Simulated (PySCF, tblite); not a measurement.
# C4H5Cl3Si: geometry, infrared bands and NMR shifts

Wanted: the infrared bands and NMR shifts of C4H5Cl3Si (`C#C[Si@@H](CCl)C(Cl)Cl`), by calculation.

Programs: tblite 0.8.0 and PySCF 2.14.0, with density-fitted response routines of our own. Each step states its level of theory. These are calculated values for one molecule in the gas phase, unless marked as measured. Atoms are numbered from 0 throughout.

### 1 The starting structure

13 atoms, charge 0, multiplicity 1; geometry from: force field or distance geometry start.

Bonds of the start (Å): C0–C1 1.22, C1–Si2 1.81, Si2–C3 1.89, C3–Cl4 1.78, Si2–C5 1.87, C5–Cl6 1.77, C5–Cl7 1.76, C0–H8 1.06, Si2–H9 1.50, C3–H10 1.11, C3–H11 1.12, C5–H12 1.10.

### 2 Geometry optimisation with GFN2-xTB

Job settings and geometry (Å):

```
{"job": {"kind": "relax", "xc": "GFN2-xTB", "basis": "xTB"}, "charge": 0, "multiplicity": 1}
C      2.891800     0.136300     0.185600
C      1.676800     0.122400     0.286900
Si    -0.117100     0.061600     0.478100
C     -0.887700     1.497400    -0.474100
Cl    -2.137500     2.196300     0.590000
C     -0.823800    -1.588400    -0.040800
Cl     0.462400    -2.787600     0.152800
Cl    -1.345800    -1.558500    -1.718000
H      3.942700     0.156000     0.084900
H     -0.528600     0.255000     1.902700
H     -0.125500     2.281400    -0.674100
H     -1.349600     1.098100    -1.411100
H     -1.662600    -1.869600     0.619300
```

Launch:

```console
> OMP_NUM_THREADS=1 python probes_run.py task.json out
```

One launch serves the whole session: the jobs run in the order shown.

**Question.** This job is followed by: GFN2-xTB harmonic vibrations, gas phase; GIAO PBE0/pcSseg-1 NMR shielding, non-relativistic, gas phase. Predict these results of the whole session: strongest single infrared mode (GFN2-xTB); zero-point energy (GFN2-xTB); ¹³C shifts against TMS (PBE0/pcSseg-1); ¹H shifts against TMS (PBE0/pcSseg-1); ²⁹Si shifts against TMS (PBE0/pcSseg-1); ³⁵Cl shifts against HCl (PBE0/pcSseg-1); surface potential, 1st and 99th percentile.

**Answer**, as computed:

| quantity | value |
| --- | --- |
| strongest single infrared mode (GFN2-xTB) | 2299 cm⁻¹, 191 km/mol |
| zero-point energy (GFN2-xTB) | 45.8 kcal/mol |
| ¹³C shifts against TMS (PBE0/pcSseg-1) | 106.4, 82.7, 70.7, 31.9 ppm |
| ¹H shifts against TMS (PBE0/pcSseg-1) | 5.85, 4.55, 3.31, 3.05, 1.98 ppm |
| ²⁹Si shifts against TMS (PBE0/pcSseg-1) | -37.3 ppm |
| ³⁵Cl shifts against HCl (PBE0/pcSseg-1) | 209, 209, 13 ppm |
| surface potential, 1st and 99th percentile | -0.72 V and 1.70 V |

**Reading.** Over 113 steps the energy fell by 0.336 eV; of the close pairs, Si2–C5 changed most, 1.868 to 1.928 Å. All 33 modes are real, so the xTB geometry is a minimum. The strongest single mode, at 2299 cm⁻¹, moves mainly H9. Unscaled tight-binding wavenumbers are off by several per cent, some by more. Its intensities can rank the bands wrongly. C5 stands next to heavy halogen, whose spin-orbit shielding this run leaves out, so the computed shift lies too far downfield, most of all for carbon beside Br or I. H12 (hydrogen on an sp3 CH bonded to 2 Cl and Si) lies farthest downfield among hydrogen, at 5.85 ppm; its carbon carries Cl, which withdraws density. At PBE0/pcSseg-1: The largest span, 606 ppm, is at Cl6, where the paramagnetic term is -404 ppm. By nearest atom (PBE0/pcSseg-1), the HOMO sits on Cl6 22 %; Cl4, Cl7 about 17 % each and the LUMO on C0, C1 about 21 % each; Si2 14 %.
